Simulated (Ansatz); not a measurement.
**H₃NOSn: one species, many methods**

An exercise on one series of results from a longer session: the logs are not shown, and one member is left open.

Computed with Ansatz 0.2.0, Gaussian basis. Level: functionals in def2-TZVPP, the program's frozen cores in correlated methods.

Plan: LDA (SPW92), PBE-D4, revPBE-D4, BLYP-D4, r2SCAN-D4, B97M-V, PBE0-D4, B3LYP-D4, r2SCANh-D4, r2SCAN0-D4, HSE06-D4, BHLYP-D4, CAM-B3LYP-D4, LC-ωPBE, ωB97X-V, ωB97M-V, B2PLYP, PBE-QIDH; CCSD(T)/def2-SVP; CCSD(T)/def2-TZVPP; MP2/def2-QZVPP; extrapolation to the limit; RPA on PBE.

### The geometry

An earlier PBE0-D4 in a triple-zeta def2 set relaxation fixed the geometry. Sn takes the def2 core potential; no spin-orbit term is included.

SMILES `[NH2][Sn][OH]`, 6 atoms, charge 0, spin multiplicity 1.

Atoms are counted from 1 here; the program's logs count them from 0.

Bond lengths: N1–Sn2 2.022 Å, N1–H4 1.009 Å, N1–H5 1.009 Å, Sn2–O3 1.984 Å, O3–H6 0.960 Å. Angles: Sn2–N1–H4 123.1°, Sn2–N1–H5 126.2°, H4–N1–H5 110.7°, N1–Sn2–O3 96.6°, Sn2–O3–H6 116.5°.

The first run:

Input file in.yaml:

```yaml
crystal:
  periodic: [false, false, false]
  atoms:
    - {symbol: N, position_ang: [-0.651972, 0.039347, -0.837723]}
    - {symbol: Sn, position_ang: [0.664292, -1.311697, -0.110003]}
    - {symbol: O, position_ang: [1.247229, -0.240758, 1.454626]}
    - {symbol: H, position_ang: [-1.195893, -0.116652, -1.672630]}
    - {symbol: H, position_ang: [-0.862268, 0.942484, -0.438785]}
    - {symbol: H, position_ang: [0.840712, 0.623175, 1.558416]}
basis:
  gaussian: {orbitals: def2-TZVPP}
hamiltonian: {xc: lda}
output: {orbitals: {seedname: orbitals}}
```

Run with:

```console
$ ansatz run in.yaml --threads 4 --pin off --events-out ev --progress --plain --max-ram 10444MiB
```

Steps of the session up to this table: LDA; PBE-D4 (GGA); revPBE-D4 (GGA); BLYP-D4 (GGA); r2SCAN-D4 (meta-GGA); B97M-V (meta-GGA); PBE0-D4 (hybrid); B3LYP-D4 (hybrid); r2SCANh-D4 (hybrid); r2SCAN0-D4 (hybrid); HSE06-D4 (hybrid); BHLYP-D4 (hybrid); CAM-B3LYP-D4 (range-separated); LC-ωPBE (range-separated); ωB97X-V (range-separated); ωB97M-V (range-separated); B2PLYP (double hybrid); PBE-QIDH (double hybrid).

One table of the session follows, with a row left open; its other results are not shown here.

It belongs to the step «Frontier levels by functional». 

| functional | HOMO (eV) | LUMO (eV) | gap (eV) |
| --- | --- | --- | --- |
| LDA (SPW92) | -6.14 | -2.40 | 3.75 |
| PBE-D4 | -5.93 | -2.17 | 3.76 |
| revPBE-D4 | -5.85 | -2.08 | 3.77 |
| BLYP-D4 | -5.79 | -2.11 | 3.68 |
| r2SCAN-D4 | -6.23 | -2.09 | 4.15 |
| B97M-V | -6.22 | -2.11 | 4.11 |
| PBE0-D4 | -7.30 | -1.52 | 5.78 |
| B3LYP-D4 | -7.04 | -1.75 | 5.29 |
| r2SCANh-D4 | -6.74 | -1.84 | 4.90 |
| r2SCAN0-D4 | ? | ? | ? |
| HSE06-D4 | -6.89 | -1.88 | 5.01 |
| BHLYP-D4 | -8.32 | -0.85 | 7.47 |
| CAM-B3LYP-D4 | -8.65 | -0.62 | 8.03 |
| LC-ωPBE | -9.83 | 0.44 | 10.26 |
| ωB97X-V | -9.55 | 0.35 | 9.90 |
| ωB97M-V | -9.50 | 0.19 | 9.69 |

**Question.** Estimate the row for r2SCAN0-D4.

Worked estimate for «HOMO (eV)». Against the share of exact exchange, r2SCAN-D4 (0, -6.23), r2SCANh-D4 (0.1, -6.74) give a slope of -5.10 per unit share; at 0.25 the line stands at -7.50.

As computed: HOMO (eV): -7.52; LUMO (eV): -1.47; gap (eV): 6.05. In «HOMO (eV)» the line misses by +0.02.
